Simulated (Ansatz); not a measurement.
Debugging a rigid torsion scan of GeH6Si, SMILES [SiH3][GeH3] (the Python package of Ansatz (0.2.0)).

`geh6si_torsion.py`
```python
"""Energy of GeH6Si as one group turns about a bond."""

import ansatz as az
from ase import Atoms


def main() -> None:
    atoms = Atoms(["Si", "Ge", "H", "H", "H", "H", "H", "H"], positions=[
        [-0.475, 0.3392, -0.9624],
        [0.4958, -0.3928, 0.9501],
        [-1.9084, 0.8644, -0.6646],
        [-0.5362, -0.6974, -1.9584],
        [0.2691, 1.4814, -1.5553],
        [0.5908, 0.7774, 1.9831],
        [1.9516, -0.8923, 0.6137],
        [-0.2955, -1.537, 1.538],
    ])

    # start the scan from a relaxed geometry
    first = (
        az.Crystal.molecule_from_ase(atoms).calculation()
        .basis("def2-SVP")
        .functional("B3LYP")
        .relax(force_tolerance=0.02, max_steps=30)
    )
    atoms.positions = first.run(threads=1).report["positions_ang"]

    start = atoms.get_dihedral(2, 0, 1, 5)
    energies = {}
    for turn in range(0, 121, 15):
        turned = atoms.copy()
        turned.set_dihedral(2, 0, 1, 5, start + turn, indices=[1, 5, 6, 7])
        setup = (
            az.Crystal.molecule_from_ase(turned).calculation()
            .basis("def2-SVP")
            .functional("B3LYP")
        )
        energies[round((start + turn) % 360)] = setup.run(threads=1).report["free_energy_ev"]
    floor = min(energies.values())
    print("dihedral H2-Si0-Ge1-H5 (deg)   E - E(min) (kJ/mol)")
    for angle, e in sorted(energies.items()):
        print(f"{angle:8d} {96.485332 * (e - floor):14.3f}  " + "#" * int(30 * (e - floor) / max(max(energies.values()) - floor, 1e-9)))


if __name__ == "__main__":
    main()
```

Running `python geh6si_torsion.py` prints:
```text
Traceback (most recent call last):
  File "geh6si_torsion.py", line 46, in <module>
    main()
    ~~~~^^
  File "geh6si_torsion.py", line 22, in main
    .basis("def2-SVP")
     ~~~~~^^^^^^^^^^^^
  ...
ansatz.errors.InputError: .basis: cutoff (an energy: a number in eV, or e.g. 30 * az.Ry) is a number, got 'def2-SVP'
```
(Library frames cut from the traceback.)

What is wrong, and how is it mended?

The fault: the basis name must go under gaussian=. The change:

```diff
--- before
+++ after
@@ -21,5 +21,5 @@
         az.Crystal.molecule_from_ase(atoms).calculation()
-        .basis("def2-SVP")
+        .basis(gaussian="def2-SVP")
         .functional("B3LYP")
-        .relax(force_tolerance=0.02, max_steps=30)
+        .relax(force_tolerance=0.02, max_steps=80)
     )
@@ -34,3 +34,3 @@
             az.Crystal.molecule_from_ase(turned).calculation()
-            .basis("def2-SVP")
+            .basis(gaussian="def2-SVP")
             .functional("B3LYP")
```

With that change:

```console
$ python geh6si_torsion.py
dihedral H2-Si0-Ge1-H5 (deg)   E - E(min) (kJ/mol)
      15          2.807  #########################
      30          1.670  ###############
      45          0.510  ####
      60          0.003
     300          0.000
     315          0.444  ####
     330          1.579  ##############
     345          2.743  #########################
     360          3.251  ##############################
```

Notes:
- The scan is rigid and the energies are electronic, in a modest basis. With rigid groups the curve can differ much from the relaxed path, the start wasn't checked as a minimum of this torsion, and equivalent turns needn't return to the same energy.
- b3lyp holds the VWN-RPA fit, as in Gaussian; the form of ORCA and Turbomole is b3lyp5.
- Hardware and time: 26 s on 1 thread of Intel(R) Xeon(R) Platinum 8488C (Sapphire Rapids) (shared host), peak memory 0.24 GiB.

(Lines on the test bed's own set-up are left out of the output.)
